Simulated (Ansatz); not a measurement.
Task: a check of PAW against all-electron LAPW of LuZr, space group P-6m2, with Ansatz 0.2.0, Python API. Give the script and its output. Settings (first run): PBEsol, PAW, the default cutoff (420 eV here), 5×5×3 k-points, Fermi-Dirac smearing of 0.1 eV.

The script reads `luzr.xyz`:
```text
2
Lattice="3.37173178 0.0 0.0 -1.68586589 2.92000537 0.0 0.0 0.0 5.26147191" Properties=species:S:1:pos:R:3 pbc="T T T"
Lu    0.00000000    0.00000000    0.00000000
Zr   -0.00000002    1.94667026    2.63073596
```

The script, `luzr_paw_lapw.py`:
```python
import ansatz
import numpy as np


def count_gap(report):
    # lowest empty less highest filled band, counting bands; zero where they overlap
    return max(report.get("gap_by_band_count_ev") or 0.0, 0.0)

xtal = ansatz.Crystal.from_extxyz("luzr.xyz")

calc = (
    xtal.calculation()
    .scf(tolerance=1e-09, max_iterations=200)
    .functional(ansatz.Functional.PBESOL)
    .occupations("Fermi-Dirac", width=100 * ansatz.meV)
    .kpoints(5, 5, 3, center="monkhorst-pack")
    .stress()
    .forces()
    .band_table()
)
variants = {
    "PAW": calc.pseudopotentials("paw"),
    "LAPW": calc.pseudopotentials("all_electron", lapw=True),
}
rows = []
for label, variant in variants.items():
    summary = variant.run(threads=1, pin="off").report
    levels = np.array(summary["eigenvalues_ev"][0]) - summary["fermi_energy_ev"]
    print(label, "levels at the first k-point near E_F:", np.round(levels[np.abs(levels) < 5], 3))
    rows.append((label, summary["n_electrons"], np.trace(summary["stress_gpa"]) / 3, count_gap(summary)))
print("     treatment  electrons in bands           P GPa  gap by band count eV")
for row in rows:
    print(f"{str(row[0]):>14s}  {row[1]:18.1f}  {row[2]:14.3f}  {row[3]:20.3f}")
```

```console
$ python luzr_paw_lapw.py
DeckWarning: basis.ecutwfc = 420 eV, auto-derived from the records' recommended cutoffs: set by Lu (normal level)
DeckWarning: output.stress: scf.convergence.dr2_threshold = 1e-9 eV is looser than the 2e-10 eV advised for a printed stress (1e-10 eV for each atom of the cell: 2). What an SCF threshold leaves in a [...]
PAW levels at the first k-point near E_F: [-4.569 -4.528 -4.511 -4.511 -4.481 -4.481 -4.433 -2.487  1.219  1.248
  1.248  2.073  2.547  2.547]
LAPW levels at the first k-point near E_F: [-4.577 -4.536 -4.52  -4.52  -4.489 -4.489 -4.442 -2.487  1.219  1.248
  1.248  2.074  2.547  2.547  2.906  2.906]
     treatment  electrons in bands           P GPa  gap by band count eV
           PAW                37.0          -3.392                 0.000
          LAPW                63.0          -3.379                 0.000
```
(Warnings from the package without file and line, shortened.)

PAW gives -3.392 GPa and LAPW -3.379 GPa, 0.013 GPa apart. They took 1.7 and 10.8 s of processor time.

Notes:
- The settings weren't tested for convergence.
- The computed bands are complete only to about 1.9 eV above the Fermi level.
- The mesh is modest for a metal, so energies can be off by several to tens of meV an atom and pressures by half a GPa or more; differences at equal mesh fare better.
- A gap by band count of zero or less means overlapping bands, a metal, and at an odd count of electrons it is no gap at all.
- This cell is a computed structure, which may not be the phase found in nature.
- Levels are Kohn-Sham eigenvalues on this mesh, without spin-orbit coupling.
- Pressure is positive in compression; the treatments may keep other shells as core, so totals and counts of electrons can differ.
- Timing: 14 s on 1 thread of Intel(R) Xeon(R) Processor @ 2.30GHz (shared host), peak memory 0.57 GiB.
